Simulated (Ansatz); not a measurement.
**CH2AlFO: vertical ionisation energy**

One table from this session's results is given with a row withheld; the runs are named, their logs left out.

Program: Ansatz 0.2.0, Gaussian basis. Level of theory: unrestricted cation, the program's frozen cores in correlated methods. These are calculated values, not measurements.

Levels to be run: UKS PBE-D4/def2-TZVPP; UKS r2SCAN-D4/def2-TZVPP; UKS PBE0-D4/def2-TZVPP; UKS B3LYP-D4/def2-TZVPP; UKS wB97X-V/def2-TZVPP; UKS wB97M-V/def2-TZVPP; UKS B2PLYP/def2-TZVPP; UHF-CCSD(T)/def2-TZVPP; UHF-MP2/def2-QZVPP; extrapolation to the limit; then −ε(HOMO) from the neutral's earlier runs with LDA (SPW92), PBE-D4, revPBE-D4, BLYP-D4, r2SCAN-D4, B97M-V, PBE0-D4, B3LYP-D4, r2SCANh-D4, r2SCAN0-D4, HSE06-D4, BHLYP-D4, CAM-B3LYP-D4, LC-ωPBE, ωB97X-V, ωB97M-V.

## The geometry

All runs share one geometry, relaxed beforehand with PBE0-D4 in a triple-zeta def2 set.

SMILES `F[CH]1[O][AlH]1`, 6 atoms, charge 0, spin multiplicity 1.

Atoms are counted from 1 here; the program's logs count them from 0.

Bond lengths: F1–C2 1.372 Å, C2–O3 1.422 Å, C2–Al4 1.898 Å, C2–H5 1.091 Å, O3–Al4 1.723 Å, Al4–H6 1.568 Å. Angles: F1–C2–O3 111.6°, F1–C2–Al4 121.0°, F1–C2–H5 107.3°, O3–C2–Al4 60.5°, O3–C2–H5 113.2°, Al4–C2–H5 130.3°, C2–O3–Al4 73.6°, C2–Al4–O3 45.9°, C2–Al4–H6 176.4°, O3–Al4–H6 136.9°.

The first run:

Input file in.yaml:

```yaml
crystal:
  periodic: [false, false, false]
  atoms:
    - {symbol: F, position_ang: [0.791734, -0.939645, 1.414545]}
    - {symbol: C, position_ang: [0.724761, -0.236132, 0.238809]}
    - {symbol: O, position_ang: [-0.160074, -0.851260, -0.689279]}
    - {symbol: Al, position_ang: [-0.867168, 0.663071, -0.271690]}
    - {symbol: H, position_ang: [1.743403, -0.137028, -0.139451]}
    - {symbol: H, position_ang: [-2.190657, 1.436994, -0.599034]}
basis:
  gaussian: {orbitals: def2-TZVPP}
total_charge: 1
magnetization: {spin_polarized: true, initial_magnetization: 1}
hamiltonian: {xc: pbe, dispersion: d4}
```

Command:

```
$ ansatz run in.yaml --threads 2 --pin off --events-out ev --progress --plain --max-ram 4352MiB
```

Steps of the session up to this table: Cation, UKS PBE-D4/def2-TZVPP; Cation, UKS r2SCAN-D4/def2-TZVPP; Cation, UKS PBE0-D4/def2-TZVPP; Cation, UKS B3LYP-D4/def2-TZVPP; Cation, UKS wB97X-V/def2-TZVPP; Cation, UKS wB97M-V/def2-TZVPP; Cation, UKS B2PLYP (frozen core)/def2-TZVPP; Cation, UHF-CCSD(T)/def2-TZVPP; Cation, UHF-MP2/def2-QZVPP.

One table of the session follows, with a row left open; its other results are not shown here.

For comparison, −ε(HOMO) of the neutral from earlier runs:

| functional | −ε(HOMO) (eV) |
| --- | --- |
| LDA (SPW92) | 5.51 |
| PBE-D4 | 5.35 |
| revPBE-D4 | 5.28 |
| BLYP-D4 | 5.26 |
| r2SCAN-D4 | 5.54 |
| B97M-V | 5.61 |
| PBE0-D4 | 6.58 |
| B3LYP-D4 | ? |
| r2SCANh-D4 | 6.01 |
| r2SCAN0-D4 | 6.71 |
| HSE06-D4 | 6.17 |
| BHLYP-D4 | 7.78 |
| CAM-B3LYP-D4 | 7.96 |
| LC-ωPBE | 9.22 |
| ωB97X-V | 8.89 |
| ωB97M-V | 8.78 |

Q: Estimate the row for B3LYP-D4 from the others.

Worked estimate for «−ε(HOMO) (eV)». Against the share of exact exchange, BLYP-D4 (0, 5.26), BHLYP-D4 (0.5, 7.78) give a slope of 5.04 per unit share; at 0.2 the line stands at 6.27.

The run gave: −ε(HOMO) (eV): 6.41. In «−ε(HOMO) (eV)» the line misses by -0.14.
